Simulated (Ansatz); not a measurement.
# SnBH5 (SMILES [BH2][SnH3]): functionals against CCSD(T) at one geometry

One table from this session's results is given with a row withheld; the runs are named, their logs left out.

Program: Ansatz 0.2.0, Gaussian basis. Level of theory: single points in def2-TZVPP. These are calculated values, not measurements.

Cores are frozen in the correlated methods. Filled d shells of the heavier atoms are correlated. Core potentials replace the inner electrons past krypton, and spin-orbit coupling is left out. B3LYP uses VWN-RPA correlation.

## Where the work starts

SMILES `[BH2][SnH3]`, 7 atoms, charge 0, spin multiplicity 1.

Atoms are counted from 1 here; the program's logs count them from 0.

Bond lengths: B1–Sn2 2.241 Å, B1–H3 1.250 Å, B1–H4 1.084 Å, Sn2–H5 1.690 Å, Sn2–H6 1.646 Å, Sn2–H7 1.570 Å. Angles: Sn2–B1–H3 115.1°, Sn2–B1–H4 123.2°, H3–B1–H4 121.4°, B1–Sn2–H5 112.5°, B1–Sn2–H6 111.4°, B1–Sn2–H7 118.1°, H5–Sn2–H6 102.1°, H5–Sn2–H7 104.1°, H6–Sn2–H7 107.3°.

Geometry (Å):

```xyz
7
BH5Sn
B    -0.2804   -1.3374    0.2802
Sn    0.1895    0.8169   -0.1227
H     0.7148   -2.0845    0.3972
H    -1.2883   -1.7362    0.2783
H    -0.3547    1.3240   -1.6403
H    -0.6396    1.8127    0.8916
H     1.6944    1.2636   -0.0875
```

The first run:

File run/in.yaml:

```yaml
crystal:
  periodic: [false, false, false]
  atoms:
    - {symbol: B, position_ang: [-0.280400, -1.337400, 0.280200]}
    - {symbol: Sn, position_ang: [0.189500, 0.816900, -0.122700]}
    - {symbol: H, position_ang: [0.714800, -2.084500, 0.397200]}
    - {symbol: H, position_ang: [-1.288300, -1.736200, 0.278300]}
    - {symbol: H, position_ang: [-0.354700, 1.324000, -1.640300]}
    - {symbol: H, position_ang: [-0.639600, 1.812700, 0.891600]}
    - {symbol: H, position_ang: [1.694400, 1.263600, -0.087500]}
basis:
  gaussian: {orbitals: def2-TZVPP}
correlation: {method: ccsd_t}
output: {forces: true}
```

The command line of these runs was not kept.

Among the steps run: CCSD(T)/def2-TZVPP; PBE0-D4/def2-TZVPP; wB97M-V/def2-TZVPP; r2SCAN-D4/def2-TZVPP; PBE-D4/def2-TZVPP; B3LYP-D4/def2-TZVPP; B97M-V/def2-TZVPP.

One of the session's tables, all rows but one given; the rest of the session is left out.

| method | RMS force component (eV/Å) | angle to CCSD(T) forces (°) | dipole (D) |
| --- | --- | --- | --- |
| CCSD(T) | 1.441 | reference | 0.96 |
| PBE0-D4 | 1.466 | 2.6 | 0.93 |
| wB97M-V | 1.422 | 2.3 | 0.97 |
| r2SCAN-D4 | 1.448 | 2.7 | 0.89 |
| PBE-D4 | ? | ? | ? |
| B3LYP-D4 | 1.433 | 4.4 | 0.95 |
| B97M-V | 1.434 | 5.7 | 0.96 |

Estimate the missing values for PBE-D4.

The run gave: RMS force component (eV/Å): 1.484; angle to CCSD(T) forces (°): 5.6; dipole (D): 0.81. In the column «RMS force component (eV/Å)» it is the highest.
